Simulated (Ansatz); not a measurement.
**CH8N3OV: up Jacob's ladder to CCSD(T)**

One table from this session's results is given with a row withheld; the runs are named, their logs left out.

Program: Ansatz 0.2.0, Gaussian basis. Level of theory: functionals in def2-TZVPP, the program's frozen cores in correlated methods. These are calculated values, not measurements.

Levels to be run: LDA (SPW92), PBE-D4, revPBE-D4, BLYP-D4, r2SCAN-D4, B97M-V, PBE0-D4, B3LYP-D4, r2SCANh-D4, r2SCAN0-D4, HSE06-D4, BHLYP-D4, CAM-B3LYP-D4, LC-ωPBE, ωB97X-V, ωB97M-V, B2PLYP, PBE-QIDH; CCSD(T)/def2-SVP; MP2/def2-TZVPP; MP2/def2-QZVPP; RPA on PBE.

## Structure used throughout

The geometry comes from an earlier relaxation with PBE0-D4 in a triple-zeta def2 set; it is a stationary point, not always the lowest conformer.

SMILES `C[O][V](=[NH])([NH2])[NH2]`, 14 atoms, charge 0, spin multiplicity 1.

Atoms are counted from 1 here; the program's logs count them from 0.

Bond lengths: C1–O2 1.391 Å, C1–H7 1.096 Å, C1–H8 1.095 Å, C1–H9 1.096 Å, O2–V3 1.760 Å, V3–N4 1.611 Å, V3–N5 1.842 Å, V3–N6 1.842 Å, N4–H10 1.011 Å, N5–H11 1.006 Å, N5–H12 1.010 Å, N6–H13 1.011 Å, N6–H14 1.006 Å. Angles: O2–C1–H7 110.5°, O2–C1–H8 111.4°, O2–C1–H9 109.6°, H7–C1–H8 108.5°, H7–C1–H9 108.4°, H8–C1–H9 108.5°, C1–O2–V3 140.7°, O2–V3–N4 113.8°, O2–V3–N5 108.6°, O2–V3–N6 109.5°, N4–V3–N5 105.3°, N4–V3–N6 106.0°, N5–V3–N6 113.7°, V3–N4–H10 170.6°, V3–N5–H11 125.9°, V3–N5–H12 122.3°, H11–N5–H12 111.5°, V3–N6–H13 122.2° and more.

Set-up of the first run:

The input, in.yaml:

```yaml
crystal:
  periodic: [false, false, false]
  atoms:
    - {symbol: C, position_ang: [-0.556936, 0.228720, 2.302487]}
    - {symbol: O, position_ang: [-0.132891, -0.391379, 1.132220]}
    - {symbol: V, position_ang: [0.194708, -0.029725, -0.559264]}
    - {symbol: N, position_ang: [0.343553, 1.543724, -0.870340]}
    - {symbol: N, position_ang: [-1.239835, -0.592816, -1.568763]}
    - {symbol: N, position_ang: [1.795013, -0.797234, -1.052303]}
    - {symbol: H, position_ang: [-1.649722, 0.190187, 2.382860]}
    - {symbol: H, position_ang: [-0.243795, 1.277930, 2.333963]}
    - {symbol: H, position_ang: [-0.128644, -0.287870, 3.168472]}
    - {symbol: H, position_ang: [0.392286, 2.552540, -0.907166]}
    - {symbol: H, position_ang: [-1.714128, -0.052372, -2.272669]}
    - {symbol: H, position_ang: [-1.577736, -1.544770, -1.543460]}
    - {symbol: H, position_ang: [1.960114, -1.791524, -0.978903]}
    - {symbol: H, position_ang: [2.545013, -0.334611, -1.538234]}
basis:
  gaussian: {orbitals: def2-TZVPP}
hamiltonian: {xc: lda}
output: {orbitals: {seedname: orbitals}}
```

Command:

```sh
> ansatz run in.yaml --threads 4 --pin off --events-out ev --progress --plain --max-ram 11315MiB
```

Among the steps run: LDA; PBE-D4 (GGA); revPBE-D4 (GGA); BLYP-D4 (GGA); r2SCAN-D4 (meta-GGA); B97M-V (meta-GGA); B3LYP-D4 (hybrid); r2SCANh-D4 (hybrid); r2SCAN0-D4 (hybrid); HSE06-D4 (hybrid); BHLYP-D4 (hybrid); CAM-B3LYP-D4 (range-separated); LC-ωPBE (range-separated); ωB97X-V (range-separated); ωB97M-V (range-separated); B2PLYP (double hybrid); PBE-QIDH (double hybrid).

One table of the session follows, with a row left open; its other results are not shown here.

It belongs to the step «Frontier levels by functional». 

| functional | HOMO (eV) | gap (eV) |
| --- | --- | --- |
| LDA (SPW92) | -5.39 | 3.23 |
| PBE-D4 | -5.22 | 3.25 |
| revPBE-D4 | -5.16 | 3.26 |
| BLYP-D4 | -5.11 | 3.22 |
| r2SCAN-D4 | -5.50 | 3.54 |
| B97M-V | -5.57 | 3.57 |
| PBE0-D4 | -6.54 | 5.44 |
| B3LYP-D4 | -6.32 | 4.96 |
| r2SCANh-D4 | ? | ? |
| r2SCAN0-D4 | -6.75 | 5.66 |
| HSE06-D4 | -6.14 | 4.66 |
| BHLYP-D4 | -7.80 | 7.70 |
| CAM-B3LYP-D4 | -7.90 | 7.90 |
| LC-ωPBE | -9.22 | 10.39 |
| ωB97X-V | -8.87 | 9.97 |
| ωB97M-V | -8.80 | 9.86 |

Estimate the missing values for r2SCANh-D4.

Worked estimate for «HOMO (eV)». Against the share of exact exchange, r2SCAN-D4 (0, -5.50), r2SCAN0-D4 (0.25, -6.75) give a slope of -5.00 per unit share; at 0.1 the line stands at -6.00.

As computed: HOMO (eV): -5.99; gap (eV): 4.38. In «HOMO (eV)» the line misses by -0.01.
